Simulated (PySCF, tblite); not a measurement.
# CH8BrOSi3 radical: geometry, infrared bands and EPR parameters

What infrared bands and EPR parameters should CH8BrOSi3 radical (`[SiH2][SiH2]CO[SiH2]Br`) show?

The runs use tblite 0.8.0 and PySCF 2.14.0, with density-fitted response routines of our own; the level of theory stands in each step. All values are computed, except where a source is named. Atoms count from 0, in the outputs and in this text.

**1. Starting geometry**

14 atoms, charge 0, multiplicity 2; geometry from: force field or distance geometry start.

Bonds of the start (Å): Si0–Si1 2.31, Si1–C2 1.90, C2–O3 1.44, O3–Si4 1.67, Si4–Br5 2.20, Si0–H6 1.48, Si0–H7 1.49, Si1–H8 1.49, Si1–H9 1.48, C2–H10 1.09, C2–H11 1.10, Si4–H12 1.48, Si4–H13 1.48.

**2. Relaxing the molecule with GFN2-xTB**

The job: settings as JSON, then the geometry in Å.

```
{"job": {"kind": "relax", "xc": "GFN2-xTB", "basis": "xTB"}, "charge": 0, "multiplicity": 2}
Si    -2.292500     0.044400     1.605200
Si    -1.661400    -0.370400    -0.573300
C      0.233300    -0.375200    -0.619800
O      0.846700     0.870700    -0.256200
Si     2.509300     0.959400    -0.235400
Br     3.247600     0.033600     1.619200
H     -1.792500    -1.018500     2.504500
H     -3.778800     0.086900     1.719500
H     -2.163600    -1.703500    -1.008600
H     -2.208200     0.662100    -1.476500
H      0.576300    -1.180200     0.029200
H      0.511000    -0.623100    -1.650500
H      3.046000     0.230100    -1.403500
H      2.926200     2.383300    -0.290900
```

Run with:

```console
$ OMP_NUM_THREADS=1 python probes_run.py task.json out
```

One launch serves the whole session: the jobs run in the order shown.

**Question.** This job is followed by: GFN2-xTB harmonic vibrations, gas phase; UKS B3LYP, def2-TZVP-core on Br, pcH-1 on C H O Si, non-relativistic, mean-field spin-orbit, GIAO. What will the session give for the following? strongest single infrared mode (GFN2-xTB); zero-point energy (GFN2-xTB); g(iso) (B3LYP); ⟨S²⟩; largest a(iso) (averaged by class); potential on the surface of density 0.002 e/bohr³, 1st and 99th percentile.

As calculated:

| quantity | value |
| --- | --- |
| strongest single infrared mode (GFN2-xTB) | 769 cm⁻¹, 489 km/mol |
| zero-point energy (GFN2-xTB) | 50.6 kcal/mol |
| g(iso) (B3LYP) | 2.00441 |
| ⟨S²⟩ | 0.753 (exact 0.75) |
| largest a(iso) (averaged by class) | 29Si on Si0, -325.5 MHz |
| potential on the surface of density 0.002 e/bohr³, 1st and 99th percentile | -0.61 V and 1.37 V |

What this shows: Over 148 steps the energy fell by 0.428 eV; of the close pairs, O3–Si4 changed most, 1.665 to 1.601 Å. All 36 modes are real, so the xTB geometry is a minimum. GFN2-xTB is a fitted tight-binding method: band positions and strengths are rough. Its intensities can rank the bands wrongly. Si0 carries the largest spin population, 0.99 e. The isotropic g lies 2.1 ppt above the free-electron value. The hyperfine terms hold no scalar relativity, which the heavier nuclei need. These values are for one conformer; the search (at its own cheap level) found 2 more, at 0.74, 1.03 kcal/mol, and measured spectra average over such forms.
